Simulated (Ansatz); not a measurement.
# Li2GeS3: the cost of one run

Program: Ansatz 0.2.0. Level of theory: DFT PBE+D3(BJ), scalar-relativistic, plane waves, PAW. These are calculated values, not measurements.

## 1. The starting structure

The cell holds 24 atoms (Ge4Li8S12): a = 8.162 Å, b = 8.112 Å, c = 8.237 Å, α = 91.18°, β = 95.36°, γ = 86.30°.

4 Ge, 12 S, 8 Li were thrown into a skewed cell at random, at 1.05 times a reference volume of the solid, and pushed apart as soft spheres.

Its coordinates follow in the input file.

## 2. Langevin stage at 1800 K

The cutoff is lowered while the worst contacts of the packing are taken out. One k point, a Fermi-Dirac width of 0.155 eV and a fixed cell.

Input file input.yaml:

```yaml
crystal:
  lattice:
    - [8.149213, 0.260884, -0.382563]
    - [0.260884, 8.10744, -0.078145]
    - [-0.382563, -0.078145, 8.227437]
  atoms:
    - { symbol: Ge, position: [0.4914284968, 0.4256678184, 0.4664448488] }
    - { symbol: Ge, position: [0.2648008221, 0.2963359705, 0.2697683612] }
    - { symbol: Ge, position: [0.9490298315, 0.3363941806, 0.2977925004] }
    - { symbol: Ge, position: [0.4360516146, 0.4203822123, 0.80793842] }
    - { symbol: S, position: [0.6800334959, 0.398541572, 0.198300436] }
    - { symbol: S, position: [0.1474812854, 0.4015879634, 0.5858711036] }
    - { symbol: S, position: [0.9392981064, 0.6495519278, 0.291994004] }
    - { symbol: S, position: [0.7433796625, 0.9852018289, 0.6984878991] }
    - { symbol: S, position: [0.1457871073, 0.3337610939, 0.9299413861] }
    - { symbol: S, position: [0.3649571079, 0.0488241242, 0.779445714] }
    - { symbol: S, position: [0.2973856517, 0.5873962873, 0.3282933359] }
    - { symbol: S, position: [0.7556015338, 0.3336533843, 0.5972366335] }
    - { symbol: S, position: [0.0312872097, 0.0851288968, 0.4872694001] }
    - { symbol: S, position: [0.77913823, 0.7845226813, 0.981625116] }
    - { symbol: S, position: [0.6952768567, 0.9190424008, 0.3497909282] }
    - { symbol: S, position: [0.5463344947, 0.669476654, 0.5765154847] }
    - { symbol: Li, position: [0.5949853115, 0.6059976004, 0.0320426362] }
    - { symbol: Li, position: [0.817821236, 0.5946293224, 0.541499696] }
    - { symbol: Li, position: [0.2649555659, 0.6460379509, 0.0626665475] }
    - { symbol: Li, position: [0.1858170018, 0.0011260084, 0.0273094492] }
    - { symbol: Li, position: [0.5677865371, 0.065402311, 0.0594868127] }
    - { symbol: Li, position: [0.3042344367, 0.9300571868, 0.4658380533] }
    - { symbol: Li, position: [0.8871941917, 0.5259701692, 0.8866519645] }
    - { symbol: Li, position: [0.0924428706, 0.7424147114, 0.7538928471] }
  symmetry: { detect: false }
basis:
  ecutwfc: 320
  xc_grid: 1
kpoints:
  mp_grid: { grid: [1, 1, 1], shift: [0.25, 0.25, 0.25] }
hamiltonian:
  xc: pbe
  dispersion: d3bj
scf:
  occupations: { method: fermi_dirac, width: 0.1551 }
  lower_state_search: "off"
  convergence: { dr2_threshold: 1.0e-05 }
output:
  forces: true
  stress: true
md:
  timestep: 1.5
  n_steps: 24
  ensemble: nvt_langevin
  friction: 0.03
  temperature: 1800.0
  initial_velocities: maxwell_boltzmann
  seed: 90432
```

On the command line:

```bash
> ansatz run input.yaml --threads 2 --pin off --max-ram 5120MiB --backend cpu --events-out ev --progress --plain --runs-dir out
```

**Question.** How long does this run take on 2 threads of Arm Neoverse V1, shared host, and how much memory does it need?

About 54 s, with a peak of 0.53 GiB.
